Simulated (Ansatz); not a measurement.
# CH3Cl2In: the cost of one run

Method: the settings change from run to run; program: Ansatz 0.2.0, Gaussian basis.

### Step 1. The relaxed structure

An earlier PBE0-D4 in a triple-zeta def2 set relaxation fixed the geometry. In takes a core potential in def2 sets; no spin-orbit term is included.

SMILES `Cl[CH](Cl)[InH2]`, 7 atoms, charge 0, spin multiplicity 1.

Atoms are counted from 1 here; the program's logs count them from 0.

Bond lengths: Cl1–C2 1.766 Å, C2–Cl3 1.805 Å, C2–In4 2.188 Å, C2–H5 1.086 Å, In4–H6 1.711 Å, In4–H7 1.716 Å. Angles: Cl1–C2–Cl3 111.1°, Cl1–C2–In4 116.2°, Cl1–C2–H5 107.0°, Cl3–C2–In4 98.5°, Cl3–C2–H5 105.4°, In4–C2–H5 117.9°, C2–In4–H6 114.7°, C2–In4–H7 116.2°, H6–In4–H7 129.0°.

### Step 2. wB97X-V/def2-SVPD

in.yaml

```yaml
crystal:
  periodic: [false, false, false]
  atoms:
    - {symbol: Cl, position_ang: [-0.817204, -1.640352, 1.429124]}
    - {symbol: C, position_ang: [0.174076, -0.903848, 0.166046]}
    - {symbol: Cl, position_ang: [1.831737, -0.529316, 0.775123]}
    - {symbol: In, position_ang: [-0.402316, 1.111679, -0.460994]}
    - {symbol: H, position_ang: [0.314121, -1.655091, -0.605704]}
    - {symbol: H, position_ang: [-1.046457, 2.090472, 0.785375]}
    - {symbol: H, position_ang: [-0.053957, 1.526446, -2.088970]}
basis:
  gaussian: {orbitals: def2-SVPD}
hamiltonian: {xc: {name: wB97X-V}}
output: {forces: true}
```

The run is started by

```console
ansatz run in.yaml --threads 2 --pin off --events-out ev --progress --plain --max-ram 4352MiB
```

Q: Estimate wall time and peak memory on 2 threads of Arm Neoverse V1, shared host.

About 13 s, with a peak of 0.49 GiB.
